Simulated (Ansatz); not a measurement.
# CH5ClNSi radical: a ladder of functionals and wavefunction methods

One table from this session's results is given with a row withheld; the runs are named, their logs left out.

Computed with Ansatz 0.2.0, Gaussian basis. Level: functionals in def2-TZVPP, the program's frozen cores in correlated methods.

The runs, in order: LDA (SPW92), PBE-D4, revPBE-D4, BLYP-D4, r2SCAN-D4, B97M-V, PBE0-D4, B3LYP-D4, r2SCANh-D4, r2SCAN0-D4, HSE06-D4, BHLYP-D4, CAM-B3LYP-D4, LC-ωPBE, ωB97X-V, ωB97M-V, B2PLYP, PBE-QIDH; CCSD(T)/def2-SVP; CCSD(T)/def2-TZVPP; MP2/def2-QZVPP; extrapolation to the limit; RPA on PBE.

## The geometry

All runs share one geometry, relaxed beforehand with PBE0-D4 in a triple-zeta def2 set.

SMILES `C[N][SiH2]Cl`, 9 atoms, charge 0, spin multiplicity 2.

Atoms are counted from 1 here; the program's logs count them from 0.

Bond lengths: C1–N2 1.421 Å, C1–H5 1.100 Å, C1–H6 1.103 Å, C1–H7 1.095 Å, N2–Si3 1.730 Å, Si3–Cl4 2.044 Å, Si3–H8 1.485 Å, Si3–H9 1.486 Å. Angles: N2–C1–H5 115.6°, N2–C1–H6 107.9°, N2–C1–H7 110.9°, H5–C1–H6 106.4°, H5–C1–H7 109.5°, H6–C1–H7 106.0°, C1–N2–Si3 121.0°, N2–Si3–Cl4 109.2°, N2–Si3–H8 109.2°, N2–Si3–H9 111.6°, Cl4–Si3–H8 108.1°, Cl4–Si3–H9 107.8°, H8–Si3–H9 110.9°.

Set-up of the first run:

Input file in.yaml:

```yaml
crystal:
  periodic: [false, false, false]
  atoms:
    - {symbol: C, position_ang: [0.493751, 1.341524, 0.140487]}
    - {symbol: N, position_ang: [0.628773, -0.021010, 0.521769]}
    - {symbol: Si, position_ang: [-0.415641, -1.237400, -0.129180]}
    - {symbol: Cl, position_ang: [0.319507, -3.082479, 0.354521]}
    - {symbol: H, position_ang: [0.134306, 1.514180, -0.884288]}
    - {symbol: H, position_ang: [-0.244689, 1.810035, 0.812691]}
    - {symbol: H, position_ang: [1.430930, 1.885366, 0.295301]}
    - {symbol: H, position_ang: [-1.762412, -1.101425, 0.482250]}
    - {symbol: H, position_ang: [-0.495926, -1.155191, -1.610651]}
basis:
  gaussian: {orbitals: def2-TZVPP}
magnetization: {spin_polarized: true, initial_magnetization: 1}
hamiltonian: {xc: lda}
output: {orbitals: {seedname: orbitals}}
```

On the command line:

```
> ansatz run in.yaml --threads 2 --pin off --events-out ev --progress --plain --max-ram 20480MiB --backend cpu
```

Among the steps run: LDA; PBE-D4 (GGA); revPBE-D4 (GGA); BLYP-D4 (GGA); r2SCAN-D4 (meta-GGA); B97M-V (meta-GGA); B3LYP-D4 (hybrid); r2SCANh-D4 (hybrid); r2SCAN0-D4 (hybrid); HSE06-D4 (hybrid); BHLYP-D4 (hybrid); CAM-B3LYP-D4 (range-separated); LC-ωPBE (range-separated); ωB97X-V (range-separated); ωB97M-V (range-separated); B2PLYP (double hybrid); PBE-QIDH (double hybrid).

One table of the session follows, with a row left open; its other results are not shown here.

It belongs to the step «Orbital energies across the functionals». 

| functional | HOMO (eV) | LUMO (eV) | gap (eV) |
| --- | --- | --- | --- |
| LDA (SPW92) | -6.02 | -5.09 | 0.93 |
| PBE-D4 | -6.00 | -4.63 | 1.37 |
| revPBE-D4 | -5.96 | -4.51 | 1.45 |
| BLYP-D4 | -5.90 | -4.57 | 1.33 |
| r2SCAN-D4 | -6.30 | -4.07 | 2.23 |
| B97M-V | -6.46 | -4.22 | 2.24 |
| PBE0-D4 | -7.44 | -3.25 | 4.19 |
| B3LYP-D4 | -7.21 | -3.67 | 3.55 |
| r2SCANh-D4 | -6.83 | -3.58 | 3.25 |
| r2SCAN0-D4 | ? | ? | ? |
| HSE06-D4 | -7.04 | -3.65 | 3.39 |
| BHLYP-D4 | -8.82 | -1.85 | 6.96 |
| CAM-B3LYP-D4 | -8.88 | -2.12 | 6.76 |
| LC-ωPBE | -10.29 | -0.72 | 9.56 |
| ωB97X-V | -9.91 | -1.09 | 8.82 |
| ωB97M-V | -9.79 | -1.20 | 8.59 |

Q: Estimate the row for r2SCAN0-D4 from the others.

Worked estimate for «HOMO (eV)». Against the share of exact exchange, r2SCAN-D4 (0, -6.30), r2SCANh-D4 (0.1, -6.83) give a slope of -5.30 per unit share; at 0.25 the line stands at -7.62.

The run gave: HOMO (eV): -7.64; LUMO (eV): -2.85; gap (eV): 4.79. In «HOMO (eV)» the line misses by +0.02.
